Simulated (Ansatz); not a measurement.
**Al4Zn5Sb2: from the start to rest, part 1 of 2**

The start is Al4Zn5Sb2, a borrowed structure type, volume estimated. Where does it settle when we relax cell and atoms, and what is it like there?

Program: Ansatz 0.2.0. Level of theory: DFT, r2SCAN, no spin polarisation, plane waves, PAW. These are calculated values, not measurements.

**1. The system as given**

Symmetry: R3m, No. 160, trigonal system. The conventional cell has a = 3.773 Å, b = 3.773 Å, c = 46.516 Å, α = 90.00°, β = 90.00°, γ = 120.00°. Sb (site symmetry 3m) has 6 Zn at 2.60 to 2.77 Å as nearest neighbours. Al (site symmetry 3m) has 4 Zn at 2.18 to 2.40 Å as nearest neighbours. Al (site symmetry 3m) is surrounded by 4 Zn at 2.20 to 2.35 Å. Zn (site symmetry 3m) is surrounded by 3 Al at 2.35 Å. Around Zn (site symmetry 3m) lie 6 Sb at 2.60 to 2.70 Å. Al (site symmetry 3m) is surrounded by 3 Zn at 2.19 Å. Only part of the 11 independent sites is listed.

Its coordinates follow in the input file.

It starts from an earlier solution of the starting cell (checkpoint.read).

**2. The relaxation**

Contents of input.yaml:

```yaml
crystal:
  lattice:
    - [3.7734, 0.0, 0.0]
    - [-1.8867, 3.267872, 0.0]
    - [-1.8867, 1.089291, 15.505486]
  atoms:
    - { symbol: Sb, position: [0.6298, 0.3702, 0.8894] }
    - { symbol: Al, position: [0.1752, 0.8248, 0.5256] }
    - { symbol: Al, position: [0.352, 0.648, 0.056] }
    - { symbol: Zn, position: [0.0, 0.0, 0.0] }
    - { symbol: Zn, position: [0.266, 0.734, 0.798] }
    - { symbol: Al, position: [0.0696, 0.9304, 0.2088] }
    - { symbol: Sb, position: [0.8984, 0.1016, 0.6952] }
    - { symbol: Zn, position: [0.5303, 0.4697, 0.5909] }
    - { symbol: Zn, position: [0.3993, 0.6007, 0.1979] }
    - { symbol: Al, position: [0.4502, 0.5498, 0.3506] }
    - { symbol: Zn, position: [0.1283, 0.8717, 0.3849] }
  symmetry: { tolerance: 0.0003 }
kpoints:
  mp_grid: { grid: [6, 6, 6], shift: [0, 0, 0] }
magnetization:
  spin_polarized: false
scf:
  occupations: { method: methfessel_paxton, width: 0.2022 }
  lower_state_search: "off"
hamiltonian:
  pseudopotentials: { kind: paw }
  xc: r2scan
basis:
  ecutwfc: 500
  fft_grid_basis: typed
relax:
  max_steps: 80
  cell: { p_target: 0.0 }
output:
  forces: true
  stress: true
  eigenvalues: true
  populations: true
  elf: true
  write_potential: true
  volumetric_format: npy
  dos:
    e_range: [-12, 8]
    de: 0.05
    projected: { site_lists: { Al: [Al], Sb: [Sb], Zn: [Zn] } }
  bader: false
checkpoint:
  read: saved_state
```

On the command line:

```
ansatz run input.yaml --threads 2 --pin off --max-ram 2560MiB --backend cpu --events-out ev --progress --plain --runs-dir out
```

The log of the run:

```text
Warning: crystal.lattice misses the space group found at crystal.symmetry.tolerance 3.0e-4 in a digit that the deck types, which is why this is a warning: making the lattice exact moves one of its numbers by a whole unit of that number's last typed decimal, or more. The operation that it misses by the most changes a squared length by the fraction 6.22e-6. The run uses the lattice that is a stretch of the typed one, with no rotation, onto the one that keeps every operation to a double's rounding (on a very oblique basis the stretch itself rounds by more); the deck's lattice vector that moved farthest moved by 6.78e-6 Å. To run the lattice as typed, set crystal.symmetry.tolerance under 6.22e-6, the least fraction by which an operation that the lattice misses changes a squared length (the same key also sets how far an atom may lie from its image, so lowering it can lose operations that the atoms keep only within it), or set crystal.symmetry.detect: false (a key that needs symmetry detection or time reversal refuses this as the deck is read). crystal.lattice made exact, in Å and degrees: [[3.77340677888333, 0.0, 0.0], [-1.886703389441665, 3.2678661293253737, -3.512588159531084e-8], [-1.886703389441665, 1.0892888764416415, 15.505485988291374]]. Pasted over the deck's crystal.lattice, beside positions in fractional coordinates, it runs the same cell (given as lengths and angles, that cell in the form's own orientation, a rigid turn of the misfit's size from the one run here, for which a checkpoint.post_process_only pass over this run's state can be refused: where this run relaxes nothing, give such a pass this deck's own crystal.lattice, as typed; behind a relaxation, as crystal.lattice, the state's own cell, identity.cell in its checkpoint.json), and a matrix so pasted ends this notice, except on a very skew basis of the lattice, where the rounding of the pasted numbers themselves can read as a misfit: the cell is then moved again, and that move is told again. The lattice as run is in this notice's lattice.as_run_ang field (Run.prep()["deck_notices"] in Python, the deck_notice line of an events file, deck_notices of ansatz run --dry-run=json, or deck_notices in record.json in the deck's checkpoint.write directory).
Warning: RAYON_NUM_THREADS=2 ignored (pool sized by the plan → 2); use --threads N
Engine: ansatz 0.2.0, aarch64-unknown-linux-gnu
Pseudopotentials: kind: paw
Pseudopotential: Sb, paw, valence charge 15, recommended cutoff 500 eV (meta_gga), Sb.paw.azcp
Pseudopotential: Al, paw, valence charge 3, recommended cutoff 500 eV (meta_gga), Al.paw.azcp
Pseudopotential: Zn, paw, valence charge 12, recommended cutoff 500 eV (meta_gga), Zn.paw.azcp
Functional definition: r2SCAN
  parameter k0 = 0.174
  parameter k1 = 0.065
  parameter a1 = 4.9479
  exchange = r2scan_x(k0 = k0, k1 = k1, a1 = a1)
  correlation = r2scan_c
Crystal: 11 atoms, lattice volume = 191.198 Å³
Basis set: ecut = 500 eV, 4809 PW (Γ), exchange–correlation on 120×120×480 points (64 copies of the dense FFT grid, shifted against one another)
Bands: 62, of which v1, the nominal top of the filled ones, is band 51 counted from 1 (50 counted from 0)
Symmetry: 6 space group operations
Space group: R3m (ITA 160), of the structure as read, at distance tolerance 1.7e-3 Å
k-points: 32 of 216 (time reversal used)
Non-local potential: Sb, projectors of the file, l = 0: 2, l = 1: 2, l = 2: 2, l = 3: 2
Non-local potential: Al, projectors of the file, l = 0: 2, l = 1: 2, l = 2: 1
Non-local potential: Zn, projectors of the file, l = 0: 2, l = 1: 2, l = 2: 3, l = 3: 1
PAW form: soft (Blöchl's): semilocal exchange-correlation on the pseudo side does not see the compensation charge
PAW frozen core: Sb, regenerated for the run's functional (the file was generated under x = pbe(κ = 0.804, μ = 0.2195149727645171), c = pbe(β = 0.06672455060314922))
PAW frozen core: Al, regenerated for the run's functional (the file was generated under x = pbe(κ = 0.804, μ = 0.2195149727645171), c = pbe(β = 0.06672455060314922))
PAW frozen core: Zn, regenerated for the run's functional (the file was generated under x = pbe(κ = 0.804, μ = 0.2195149727645171), c = pbe(β = 0.06672455060314922))
PAW one-centre angular grid: Sb, 590 points (default); XC on 160 Gauss nodes
PAW one-centre angular grid: Al, 302 points (default); XC on 160 Gauss nodes
PAW one-centre angular grid: Zn, 590 points (default); XC on 261 of its mesh's 2673 points in the sphere
Initial density: read from a saved state, or passed on in memory by an earlier SCF of this step, an earlier step, the calling program or the single point that the run made first
Initial wavefunctions: pseudopotential atomic-orbital guess
Functional: x = r2scan, c = r2scan; τ floored in thin density (d = 2e-4 eV/Å³)
iter 1 solved again at ethr=4.31e-5 eV; its pass at ethr=3.10e-3 eV (dr2=4.40e-2 eV) is discarded
SCF iter   1: F=—  HF=-31780.956334 eV  |F-HF|=—  |Δ(HF+E_count)|=         —  Δρ=9.90e-4  dr2=4.46e-2  dr2_τ=1.24e-3  ethr=4.31e-5  ⟨swp⟩=1.2  Hψ=11946  notcnv=0
preconditioner: auto → Kerker (q_TF=auto, 2.457 Å⁻¹)  [metal: Δε(μ)=0.044 eV  Ē_g=9.973 eV  σ=0.202 eV  W_gap=0.18  n_scr=60 (ndim 8)  ℏωp=24.3 eV  f_vac=0.000  D(μ)=5.03/eV (n_scr^D=40)]
SCF iter   2: F=—  HF=-31780.953550 eV  |F-HF|=—  |Δ(HF+E_count)|=   2.78e-3  S|Δr|=    0.00e0  Δρ=6.01e-4  dr2=2.00e-2  dr2_τ=8.99e-6  ethr=4.31e-5  ⟨swp⟩=1.0  Hψ=1984  notcnv=0
SCF iter   3: F=—  HF=-31780.953220 eV  |F-HF|=—  |Δ(HF+E_count)|=   3.30e-4  S|Δr|=    0.00e0  Δρ=6.16e-4  dr2=1.84e-3  dr2_τ=4.65e-6  ethr=1.96e-5  ⟨swp⟩=1.0  Hψ=1984  notcnv=0
SCF iter   4: F=—  HF=-31780.952939 eV  |F-HF|=—  |Δ(HF+E_count)|=   2.81e-4  S|Δr|=    0.00e0  Δρ=1.69e-4  dr2=1.13e-4  dr2_τ=8.74e-7  ethr=1.81e-6  ⟨swp⟩=2.0  Hψ=2565  notcnv=0
SCF iter   5: F=—  HF=-31780.952954 eV  |F-HF|=—  |Δ(HF+E_count)|=   1.46e-5  S|Δr|=    0.00e0  Δρ=6.85e-5  dr2=1.30e-5  dr2_τ=1.65e-7  ethr=1.11e-7  ⟨swp⟩=2.0  Hψ=3191  notcnv=0
SCF iter   6: F=—  HF=-31780.952978 eV  |F-HF|=—  |Δ(HF+E_count)|=   2.41e-5  S|Δr|=    0.00e0  Δρ=9.03e-5  dr2=1.12e-5  dr2_τ=7.50e-8  ethr=1.28e-8  ⟨swp⟩=2.0  Hψ=3219  notcnv=0
SCF iter   7: F=—  HF=-31780.952973 eV  |F-HF|=—  |Δ(HF+E_count)|=   4.98e-6  S|Δr|=    0.00e0  Δρ=1.74e-5  dr2=1.02e-6  dr2_τ=5.93e-9  ethr=1.10e-8  ⟨swp⟩=2.0  Hψ=3122  notcnv=0
SCF iter   8: F=—  HF=-31780.952973 eV  |F-HF|=—  |Δ(HF+E_count)|=   2.58e-7  S|Δr|=    0.00e0  Δρ=8.36e-6  dr2=1.49e-7  dr2_τ=6.93e-10  ethr=1.00e-9  ⟨swp⟩=2.0  Hψ=3211  notcnv=0
SCF iter   9: F=—  HF=-31780.952973 eV  |F-HF|=—  |Δ(HF+E_count)|=   3.60e-8  S|Δr|=    0.00e0  Δρ=8.34e-6  dr2=8.48e-8  dr2_τ=5.87e-10  ethr=9.80e-11  ⟨swp⟩=11.4  Hψ=14491  notcnv=0
SCF iter  10: F=-31780.952973 eV  HF=-31780.952973 eV  |F-HF|=1.52e-9  |Δ(HF+E_count)|=   4.41e-8  S|Δr|=    0.00e0  Δρ=1.73e-6  dr2=6.41e-9  dr2_τ=5.69e-11  ethr=8.31e-11  ⟨swp⟩=9.7  Hψ=13630  notcnv=0
SCF 1 converged in 10 iterations: F = -31780.952973 eV  dr2 = 6.41e-9
relax step   1: F+E_penalty+E_count = -31780.95297343 eV  Δ(F+E_penalty+E_count) = +0.000e0 eV  max|allowed force component| = 1.289e0 eV/Å  Δτ_max = 0.0000 Å  P = +21.507 GPa  Ω = 191.198 Å³  (10 SCF iters, dr2 threshold 1.00e-7 eV, accepted)
Crystal: 11 atoms, lattice volume = 214.976 Å³
Basis set: ecut = 500 eV, 5439 PW (Γ), exchange–correlation on 120×120×480 points (64 copies of the dense FFT grid, shifted against one another)
Initial density: handed on by an earlier stage of this run
Initial wavefunctions: those handed on with the density
SCF iter   1: F=—  HF=-31782.977727 eV  |F-HF|=—  |Δ(HF+E_count)|=         —  Δρ=1.78e-2  dr2=1.48e1  dr2_τ=3.89e-1  ethr=3.10e-3  ⟨swp⟩=10.4  Hψ=11026  notcnv=0
preconditioner: auto → Kerker (q_TF=auto, 2.409 Å⁻¹)  [metal: Δε(μ)=0.040 eV  Ē_g=9.553 eV  σ=0.202 eV  W_gap=0.16  n_scr=60 (ndim 8)  ℏωp=22.9 eV  f_vac=0.003  D(μ)=5.01/eV (n_scr^D=34)]
SCF iter   2: F=—  HF=-31783.642453 eV  |F-HF|=—  |Δ(HF+E_count)|=   6.65e-1  S|Δr|=    0.00e0  Δρ=8.54e-3  dr2=6.64e0  dr2_τ=1.41e-3  ethr=3.10e-3  ⟨swp⟩=2.1  Hψ=2575  notcnv=0  defer=125
SCF iter   3: F=—  HF=-31783.593193 eV  |F-HF|=—  |Δ(HF+E_count)|=   4.93e-2  S|Δr|=    0.00e0  Δρ=1.25e-2  dr2=3.29e-1  dr2_τ=4.01e-3  ethr=3.10e-3  ⟨swp⟩=3.2  Hψ=3417  notcnv=0  defer=125
SCF iter   4: F=—  HF=-31783.417647 eV  |F-HF|=—  |Δ(HF+E_count)|=   1.76e-1  S|Δr|=    0.00e0  Δρ=2.70e-3  dr2=3.20e-2  dr2_τ=2.57e-4  ethr=3.22e-4  ⟨swp⟩=2.3  Hψ=3818  notcnv=0  defer=118
SCF iter   5: F=—  HF=-31783.423276 eV  |F-HF|=—  |Δ(HF+E_count)|=   5.63e-3  S|Δr|=    0.00e0  Δρ=1.80e-3  dr2=2.89e-2  dr2_τ=1.79e-4  ethr=3.14e-5  ⟨swp⟩=2.0  Hψ=3138  notcnv=0  defer=118
SCF iter   6: F=—  HF=-31783.422344 eV  |F-HF|=—  |Δ(HF+E_count)|=   9.32e-4  S|Δr|=    0.00e0  Δρ=1.27e-3  dr2=1.03e-2  dr2_τ=2.33e-5  ethr=2.84e-5  ⟨swp⟩=2.0  Hψ=2927  notcnv=0  defer=118
SCF iter   7: F=—  HF=-31783.421181 eV  |F-HF|=—  |Δ(HF+E_count)|=   1.16e-3  S|Δr|=    0.00e0  Δρ=4.21e-4  dr2=9.13e-4  dr2_τ=5.88e-6  ethr=1.01e-5  ⟨swp⟩=2.0  Hψ=3004  notcnv=0  defer=118
SCF iter   8: F=—  HF=-31783.421248 eV  |F-HF|=—  |Δ(HF+E_count)|=   6.67e-5  S|Δr|=    0.00e0  Δρ=1.95e-4  dr2=1.06e-4  dr2_τ=4.51e-7  ethr=8.95e-7  ⟨swp⟩=2.0  Hψ=3113  notcnv=0  defer=118
SCF iter   9: F=—  HF=-31783.421276 eV  |F-HF|=—  |Δ(HF+E_count)|=   2.83e-5  S|Δr|=    0.00e0  Δρ=1.14e-4  dr2=2.66e-5  dr2_τ=1.87e-7  ethr=1.04e-7  ⟨swp⟩=2.0  Hψ=3198  notcnv=0  defer=118
SCF iter  10: F=—  HF=-31783.421269 eV  |F-HF|=—  |Δ(HF+E_count)|=   7.37e-6  S|Δr|=    0.00e0  Δρ=5.41e-5  dr2=6.88e-6  dr2_τ=4.03e-8  ethr=2.60e-8  ⟨swp⟩=3.1  Hψ=3888  notcnv=0  defer=118
SCF iter  11: F=-31783.421268 eV  HF=-31783.421268 eV  |F-HF|=1.69e-7  |Δ(HF+E_count)|=   5.04e-7  S|Δr|=    0.00e0  Δρ=1.97e-5  dr2=1.09e-6  dr2_τ=7.36e-9  ethr=1.08e-9  ⟨swp⟩=19.1  Hψ=22270  notcnv=0
SCF 2 converged in 11 iterations: F = -31783.421268 eV  dr2 = 1.09e-6
relax step   2: F+E_penalty+E_count = -31783.42126818 eV  Δ(F+E_penalty+E_count) = -2.468e0 eV  max|allowed force component| = 7.667e-1 eV/Å  Δτ_max = 0.0819 Å  P = +8.040 GPa  Ω = 214.976 Å³  energy of the carried Pulay correction = -3.056e-3 eV  (11 SCF iters, dr2 threshold 1.10e-6 eV, accepted)
Crystal: 11 atoms, lattice volume = 229.685 Å³
Basis set: ecut = 500 eV, 5847 PW (Γ), exchange–correlation on 120×120×480 points (64 copies of the dense FFT grid, shifted against one another)
SCF iter   1: F=—  HF=-31783.869811 eV  |F-HF|=—  |Δ(HF+E_count)|=         —  Δρ=1.22e-2  dr2=5.57e0  dr2_τ=5.29e-1  ethr=3.10e-3  ⟨swp⟩=10.5  Hψ=11270  notcnv=0
preconditioner: auto → Kerker (q_TF=auto, 2.383 Å⁻¹)  [metal: Δε(μ)=0.069 eV  Ē_g=9.189 eV  σ=0.202 eV  W_gap=0.28  n_scr=58 (ndim 8)  ℏωp=22.2 eV  f_vac=0.009  D(μ)=4.39/eV (n_scr^D=26)]
SCF iter   2: F=—  HF=-31784.483091 eV  |F-HF|=—  |Δ(HF+E_count)|=   6.13e-1  S|Δr|=    0.00e0  Δρ=6.37e-3  dr2=2.41e0  dr2_τ=9.57e-4  ethr=3.10e-3  ⟨swp⟩=2.2  Hψ=2602  notcnv=0  defer=126
SCF iter   3: F=—  HF=-31784.476137 eV  |F-HF|=—  |Δ(HF+E_count)|=   6.95e-3  S|Δr|=    0.00e0  Δρ=8.17e-3  dr2=2.36e-1  dr2_τ=1.93e-3  ethr=2.36e-3  ⟨swp⟩=2.7  Hψ=3357  notcnv=0  defer=126
SCF iter   4: F=—  HF=-31784.394365 eV  |F-HF|=—  |Δ(HF+E_count)|=   8.18e-2  S|Δr|=    0.00e0  Δρ=1.62e-3  dr2=2.29e-2  dr2_τ=1.41e-4  ethr=2.31e-4  ⟨swp⟩=2.4  Hψ=3677  notcnv=0  defer=109
SCF iter   5: F=—  HF=-31784.395426 eV  |F-HF|=—  |Δ(HF+E_count)|=   1.06e-3  S|Δr|=    0.00e0  Δρ=1.20e-3  dr2=1.12e-2  dr2_τ=2.54e-5  ethr=2.24e-5  ⟨swp⟩=2.0  Hψ=2425  notcnv=0  defer=109
SCF iter   6: F=—  HF=-31784.395746 eV  |F-HF|=—  |Δ(HF+E_count)|=   3.20e-4  S|Δr|=    0.00e0  Δρ=7.40e-4  dr2=1.44e-3  dr2_τ=1.13e-5  ethr=1.10e-5  ⟨swp⟩=2.0  Hψ=3056  notcnv=0  defer=109
SCF iter   7: F=—  HF=-31784.395559 eV  |F-HF|=—  |Δ(HF+E_count)|=   1.88e-4  S|Δr|=    0.00e0  Δρ=4.01e-4  dr2=3.64e-4  dr2_τ=2.38e-6  ethr=1.41e-6  ⟨swp⟩=3.0  Hψ=3546  notcnv=0  defer=109
SCF iter   8: F=—  HF=-31784.395561 eV  |F-HF|=—  |Δ(HF+E_count)|=   2.00e-6  S|Δr|=    0.00e0  Δρ=1.84e-4  dr2=1.76e-4  dr2_τ=4.03e-7  ethr=3.57e-7  ⟨swp⟩=3.3  Hψ=3806  notcnv=0  defer=109
SCF iter   9: F=—  HF=-31784.395579 eV  |F-HF|=—  |Δ(HF+E_count)|=   1.85e-5  S|Δr|=    0.00e0  Δρ=8.66e-5  dr2=2.41e-5  dr2_τ=1.04e-7  ethr=1.73e-7  ⟨swp⟩=2.2  Hψ=3407  notcnv=0  defer=107
SCF iter  10: F=—  HF=-31784.395576 eV  |F-HF|=—  |Δ(HF+E_count)|=   2.76e-6  S|Δr|=    0.00e0  Δρ=5.80e-5  dr2=6.76e-6  dr2_τ=4.18e-8  ethr=2.37e-8  ⟨swp⟩=3.1  Hψ=3785  notcnv=0  defer=107
SCF iter  11: F=-31784.395575 eV  HF=-31784.395575 eV  |F-HF|=2.88e-7  |Δ(HF+E_count)|=   8.04e-7  S|Δr|=    0.00e0  Δρ=1.59e-5  dr2=1.03e-6  dr2_τ=5.58e-9  ethr=1.08e-9  ⟨swp⟩=19.6  Hψ=23766  notcnv=0
SCF 3 converged in 11 iterations: F = -31784.395575 eV  dr2 = 1.03e-6
relax step   3: F+E_penalty+E_count = -31784.39557512 eV  Δ(F+E_penalty+E_count) = -9.743e-1 eV  max|allowed force component| = 4.254e-1 eV/Å  Δτ_max = 0.1859 Å  P = +2.716 GPa  Ω = 229.685 Å³  energy of the carried Pulay correction = -4.774e-3 eV  (11 SCF iters, dr2 threshold 1.10e-6 eV, accepted)
[... from here on, the SCF cycles and remarks between the steps are left out ...]
relax step   4: F+E_penalty+E_count = -31784.69402026 eV  Δ(F+E_penalty+E_count) = -2.984e-1 eV  max|allowed force component| = 2.405e-1 eV/Å  Δτ_max = 0.1761 Å  P = -1.464 GPa  Ω = 248.594 Å³  energy of the carried Pulay correction = -6.817e-3 eV  (9 SCF iters, dr2 threshold 1.10e-6 eV, accepted)
```

(Continued in part 2 of 2.)
